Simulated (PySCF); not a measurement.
# C5H9NSi: magnetic properties

Aim: compute the magnetic properties of C5H9NSi (`C=C/N=C/C(=C)[SiH3]`).

Programs: PySCF 2.14.0, with routines of our own; each step states its level. All values are computed. Atoms count from 0.

### Step 1. The starting structure

16 atoms, charge 0, multiplicity 1; geometry from: GFN2-xTB.

### Step 2. Magnetic properties: GIAO HF/pcSseg-1

Job settings and geometry (Å):

```
{"job": {"kind": "mag", "xc": "HF", "basis": "pcSseg-1", "isotopologues": 2}, "charge": 0, "multiplicity": 1}
C      2.988593     1.101565     0.345542
C      2.216531     0.018544     0.362699
N      0.853787     0.129275     0.266046
C      0.102021    -0.898676     0.280773
C     -1.314221    -0.672332     0.169640
C     -2.187770    -1.679813     0.172793
Si    -1.718633     1.171809     0.023587
H      4.059372     1.036918     0.418575
H      2.548178     2.078961     0.256696
H      2.645808    -0.983538     0.452648
H      0.489813    -1.924956     0.371506
H     -1.880338    -2.712996     0.259473
H     -3.247016    -1.505464     0.088480
H     -3.182764     1.272448    -0.085710
H     -1.105905     1.710999    -1.186727
H     -1.275055     1.866201     1.228761
```

Level: GIAO HF/pcSseg-1 magnetisability, rotational g tensor and spin-rotation constants, non-relativistic, gas phase.

On the command line:

```
$ OMP_NUM_THREADS=1 python excited_run.py task.json out
```

This one command runs all jobs of the session in turn.

What it wrote:

```text
final grid: 127312 points
cycle   1  E = -537.7402862088  dE =  1.434e+00  |g| = 5.066e-01  |ddm| = 3.565e+00
cycle   2  E = -537.8273013180  dE = -8.702e-02  |g| = 2.037e-01  |ddm| = 7.396e-01
cycle   3  E = -537.8380105419  dE = -1.071e-02  |g| = 8.719e-02  |ddm| = 2.713e-01
cycle   4  E = -537.8404819573  dE = -2.471e-03  |g| = 2.131e-02  |ddm| = 1.164e-01
cycle   5  E = -537.8406384368  dE = -1.565e-04  |g| = 6.488e-03  |ddm| = 3.264e-02
cycle   6  E = -537.8406669014  dE = -2.846e-05  |g| = 3.257e-03  |ddm| = 1.295e-02
cycle   7  E = -537.8406740942  dE = -7.193e-06  |g| = 1.370e-03  |ddm| = 7.491e-03
cycle   8  E = -537.8406756782  dE = -1.584e-06  |g| = 4.865e-04  |ddm| = 3.878e-03
cycle   9  E = -537.8406758755  dE = -1.972e-07  |g| = 1.510e-04  |ddm| = 1.527e-03
cycle  10  E = -537.8406758917  dE = -1.619e-08  |g| = 5.657e-05  |ddm| = 3.423e-04
cycle  11  E = -537.8406758935  dE = -1.877e-09  |g| = 1.218e-05  |ddm| = 1.436e-04
cycle  12  E = -537.8406758936  dE = -1.007e-10  |g| = 2.955e-06  |ddm| = 3.243e-05
converged SCF energy = -537.8406758936

Magnetisability tensor (1e-30 J/T^2)
     -891.27      -26.66       33.88
      -26.66     -888.86      -32.13
       33.88      -32.13    -1367.02
isotropic -1049.05   principal values   -1371.31   -916.74   -859.09
isotropic susceptibility -63.175 1e-6 cm^3/mol

Inertial axes            a          b          c
rot. const./GHz      4.0607     1.2464     0.9645
chi total           -54.113    -52.830    -82.582
chi diamagnetic    -416.874  -1082.696  -1375.215
chi paramagnetic    362.762   1029.866   1292.632
quadrupole/D A        4.068      4.403     -8.471
g nuclear            0.6201     0.5801     0.5849
g electronic        -0.6920    -0.6030    -0.5857
g total             -0.0719    -0.0229    -0.0008

Spin-rotation constants (kHz, H = +C I.J)
atom  isotope        aa         bb         cc
  2    14N        1.413      0.249      0.030
  7     1H        0.342     -0.123     -0.115
  8     1H       -0.349      0.104     -0.113
  9     1H       -0.275      0.103     -0.112
 10     1H       -0.283      0.121     -0.115
 11     1H       -0.374      0.118     -0.117
 12     1H        0.346     -0.105     -0.112
 13     1H        0.133     -0.102     -0.095
 14     1H       -0.303     -0.085      0.001
 15     1H       -0.305     -0.085      0.002
  0    13C*       1.600      0.436      0.123
  1    13C*       1.656      0.512      0.170
  3    13C*       1.835      0.555      0.191
  4    13C*       1.819      0.558      0.108
  5    13C*       1.688      0.533      0.120
  6   29Si*      -2.006     -0.595     -0.508
* in the singly substituted isotopologue

Isotopologues: g along a, b, c
2H    at 7,8,9,10,11,12    -0.0583    -0.0199    -0.0007
13C   at 0                 -0.0717    -0.0223    -0.0008
```

Run time: 12 s. Hardware: 1 thread of Arm Neoverse V2, shared host; peak memory 0.8 GiB.

In short:

```tsv
quantity	value
magnetisability	-1049·10⁻³⁰ J/T²
molar susceptibility	-63.2·10⁻⁶ cm³/mol
rotational g (a, b, c)	-0.0719, -0.0229, -0.0008
```

### Step 3. Magnetic properties: GIAO PW91/6-311G**

The job, as its differences from that of step 2:

```diff
@@ -1,2 +1,2 @@
-{"job": {"kind": "mag", "xc": "HF", "basis": "pcSseg-1", "isotopologues": 2}, "charge": 0, "multiplicity": 1}
+{"job": {"kind": "mag", "xc": "PW91", "basis": "6-311G**"}, "charge": 0, "multiplicity": 1}
 C      2.988593     1.101565     0.345542
```

Method: GIAO PW91/6-311G** magnetisability, rotational g tensor and spin-rotation constants, non-relativistic, gas phase.

What it wrote:

```text
coarse grid: 13696 points
cycle   1  E = -539.9914967274  dE =  6.422e-01  |g| = 5.654e-01  |ddm| = 3.264e+00
cycle   2  E = -539.8352526300  dE =  1.562e-01  |g| = 9.322e-01  |ddm| = 1.577e+00
cycle   3  E = -540.0420379360  dE = -2.068e-01  |g| = 3.545e-01  |ddm| = 1.207e+00
cycle   4  E = -540.0760177218  dE = -3.398e-02  |g| = 7.854e-02  |ddm| = 3.419e-01
cycle   5  E = -540.0774932584  dE = -1.476e-03  |g| = 3.576e-02  |ddm| = 1.054e-01
cycle   6  E = -540.0778073397  dE = -3.141e-04  |g| = 1.432e-02  |ddm| = 4.265e-02
cycle   7  E = -540.0778576938  dE = -5.035e-05  |g| = 5.611e-03  |ddm| = 1.550e-02
cycle   8  E = -540.0778666647  dE = -8.971e-06  |g| = 6.230e-04  |ddm| = 4.813e-03
final grid: 127312 points
cycle   9  E = -540.0703979668  dE = -3.497e-05  |g| = 9.029e-03  |ddm| = 4.271e-02
cycle  10  E = -540.0703717337  dE =  2.623e-05  |g| = 1.344e-02  |ddm| = 2.149e-02
cycle  11  E = -540.0704137974  dE = -4.206e-05  |g| = 4.320e-03  |ddm| = 1.502e-02
cycle  12  E = -540.0704179885  dE = -4.191e-06  |g| = 7.949e-04  |ddm| = 3.665e-03
cycle  13  E = -540.0704181152  dE = -1.267e-07  |g| = 5.003e-04  |ddm| = 1.121e-03
cycle  14  E = -540.0704181926  dE = -7.737e-08  |g| = 1.074e-04  |ddm| = 4.512e-04
cycle  15  E = -540.0704181953  dE = -2.788e-09  |g| = 2.564e-05  |ddm| = 1.007e-04
cycle  16  E = -540.0704181955  dE = -1.386e-10  |g| = 1.151e-05  |ddm| = 2.968e-05
converged SCF energy = -540.0704181955

Magnetisability tensor (1e-30 J/T^2)
     -813.85        5.70       34.60
        5.70     -825.12      -31.72
       34.60      -31.72    -1331.73
isotropic -990.23   principal values   -1336.03   -824.13   -810.53
isotropic susceptibility -59.633 1e-6 cm^3/mol

Inertial axes            a          b          c
rot. const./GHz      4.0607     1.2464     0.9645
chi total           -48.820    -49.621    -80.458
chi diamagnetic    -415.321  -1079.328  -1373.881
chi paramagnetic    366.501   1029.707   1293.423
quadrupole/D A        4.971      2.225     -7.196
g nuclear            0.6201     0.5801     0.5849
g electronic        -0.6992    -0.6030    -0.5861
g total             -0.0790    -0.0228    -0.0012

Spin-rotation constants (kHz, H = +C I.J)
atom  isotope        aa         bb         cc
  2    14N        1.326      0.246      0.047
  7     1H        0.379     -0.125     -0.116
  8     1H       -0.353      0.113     -0.116
  9     1H       -0.263      0.109     -0.113
 10     1H       -0.250      0.125     -0.118
 11     1H       -0.361      0.125     -0.116
 12     1H        0.385     -0.107     -0.113
 13     1H        0.144     -0.097     -0.095
 14     1H       -0.293     -0.083      0.005
 15     1H       -0.295     -0.083      0.005
  0    13C*       1.640      0.454      0.136
  1    13C*       1.650      0.525      0.197
  3    13C*       1.761      0.545      0.224
  4    13C*       1.820      0.578      0.138
  5    13C*       1.729      0.523      0.136
  6   29Si*      -2.230     -0.643     -0.579
* in the singly substituted isotopologue
```

Wall time 35 s (1 thread of Arm Neoverse V2, shared host); peak memory 0.7 GiB.

Key values:

```tsv
quantity	value
magnetisability	-990·10⁻³⁰ J/T²
molar susceptibility	-59.6·10⁻⁶ cm³/mol
rotational g (a, b, c)	-0.0790, -0.0228, -0.0012
```

### Step 4. Magnetic properties side by side

```tsv
level	ξ (10⁻³⁰ J/T²)	g(a)	g(b)	gap (eV)	functions	time
GIAO HF/pcSseg-1	-1049	-0.0719	-0.0229	10.64	171	12 s
GIAO PW91/6-311G**	-990	-0.0790	-0.0228	3.22	188	35 s
```

### Step 5. Outcome

| quantity | value |
| --- | --- |
| magnetisability (step 2, GIAO HF/pcSseg-1) | -1049·10⁻³⁰ J/T² |
| molar susceptibility (step 2, GIAO HF/pcSseg-1) | -63.2·10⁻⁶ cm³/mol |
| rotational g (a, b, c) (step 2, GIAO HF/pcSseg-1) | -0.0719, -0.0229, -0.0008 |
| magnetisability over the levels | -1049 to -990·10⁻³⁰ J/T² |

**Reading.** The magnetisability spreads by 5.8 % over 2 levels, from GIAO HF/pcSseg-1 (12 s) to GIAO PW91/6-311G** (35 s); the runs took 12 s to 35 s. Two levels can agree by chance, so this spread shows no convergence. Vibrational averaging and real surroundings are missing from these values.
